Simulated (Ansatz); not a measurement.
**C2H10SiSn: a ladder of functionals and wavefunction methods**

One table from this session's results is given with a row withheld; the runs are named, their logs left out.

Program: Ansatz 0.2.0, Gaussian basis. Level of theory: functionals in def2-TZVPP, the program's frozen cores in correlated methods. These are calculated values, not measurements.

Levels to be run: PBE-D4, r2SCAN-D4, PBE0-D4, B3LYP-D4, ωB97X-V, ωB97M-V, B2PLYP; CCSD(T)/def2-TZVPP; MP2/def2-QZVPP; extrapolation to the limit.

**The relaxed structure**

The geometry comes from an earlier relaxation with PBE0-D4 in a triple-zeta def2 set; it is a stationary point, not always the lowest conformer. Sn takes the def2 core potential; no spin-orbit term is included.

14 atoms, charge 0, spin multiplicity 1.

Atoms are counted from 1 here; the program's logs count them from 0.

Bond lengths: C1–C2 1.521 Å, C1–H5 1.093 Å, C1–H6 1.093 Å, C1–H7 1.094 Å, C2–Sn3 2.156 Å, C2–H8 1.093 Å, C2–H9 1.093 Å, Sn3–Si4 2.565 Å, Sn3–H10 1.713 Å, Sn3–H11 1.715 Å, Si4–H12 1.488 Å, Si4–H13 1.488 Å, Si4–H14 1.487 Å. Angles: C2–C1–H5 111.7°, C2–C1–H6 111.8°, C2–C1–H7 111.4°, H5–C1–H6 107.2°, H5–C1–H7 107.3°, H6–C1–H7 107.2°, C1–C2–Sn3 113.1°, C1–C2–H8 111.2°, C1–C2–H9 111.2°, Sn3–C2–H8 107.2°, Sn3–C2–H9 107.0°, H8–C2–H9 106.9°, C2–Sn3–Si4 110.5°, C2–Sn3–H10 110.0°, C2–Sn3–H11 108.5°, Si4–Sn3–H10 110.3°, Si4–Sn3–H11 109.7°, H10–Sn3–H11 107.8° and more.

The first run:

Contents of in.yaml:

```yaml
crystal:
  periodic: [false, false, false]
  atoms:
    - {symbol: C, position_ang: [-0.866971, 1.222771, 1.320094]}
    - {symbol: C, position_ang: [0.584283, 1.104501, 0.880660]}
    - {symbol: Sn, position_ang: [1.058466, -0.824145, 0.040648]}
    - {symbol: Si, position_ang: [-0.430851, -1.310772, -1.990645]}
    - {symbol: H, position_ang: [-1.121719, 0.478320, 2.079032]}
    - {symbol: H, position_ang: [-1.557145, 1.081335, 0.483973]}
    - {symbol: H, position_ang: [-1.075168, 2.207915, 1.748870]}
    - {symbol: H, position_ang: [0.830497, 1.855655, 0.126385]}
    - {symbol: H, position_ang: [1.264814, 1.263028, 1.720746]}
    - {symbol: H, position_ang: [2.710843, -0.876981, -0.408986]}
    - {symbol: H, position_ang: [0.804746, -2.019725, 1.243206]}
    - {symbol: H, position_ang: [-0.203005, -0.293337, -3.052821]}
    - {symbol: H, position_ang: [-1.867420, -1.262037, -1.604376]}
    - {symbol: H, position_ang: [-0.144269, -2.655528, -2.557886]}
basis:
  gaussian: {orbitals: def2-TZVPP}
hamiltonian: {xc: pbe, dispersion: d4}
output: {forces: true, orbitals: {seedname: orbitals}}
```

Run with:

```
> ansatz run in.yaml --threads 2 --pin off --events-out ev --progress --plain --max-ram 22528MiB --backend cuda --devices 0, --max-vram 18GiB
```

Among the steps run: PBE-D4 (GGA); r2SCAN-D4 (meta-GGA); PBE0-D4 (hybrid); B3LYP-D4 (hybrid); ωB97X-V (range-separated); ωB97M-V (range-separated); B2PLYP (double hybrid); CCSD(T) in def2-TZVPP; MP2 in def2-QZVPP.

One of the session's tables, all rows but one given; the rest of the session is left out.

It belongs to the step «Atomisation energies». 

```
            method  atomisation energy (kJ/mol)
            PBE-D4                       4478.9
         r2SCAN-D4                       4474.6
           PBE0-D4                       4459.3
          B3LYP-D4                       4475.5
           ωB97X-V                       4506.1
           ωB97M-V                       4480.2
            B2PLYP                       4417.1
     HF/def2-TZVPP                       3377.4
    MP2/def2-TZVPP                       4362.6
   CCSD/def2-TZVPP                            ?
CCSD(T)/def2-TZVPP                       4400.2
           MP2/CBS                       4462.5
       CCSD(T)/CBS                       4500.1
```

**Question.** Estimate the row for CCSD/def2-TZVPP.

**Answer.** atomisation energy (kJ/mol): 4355.2. In the column «atomisation energy (kJ/mol)» it lies between HF/def2-TZVPP (3377.4) and MP2/def2-TZVPP (4362.6).
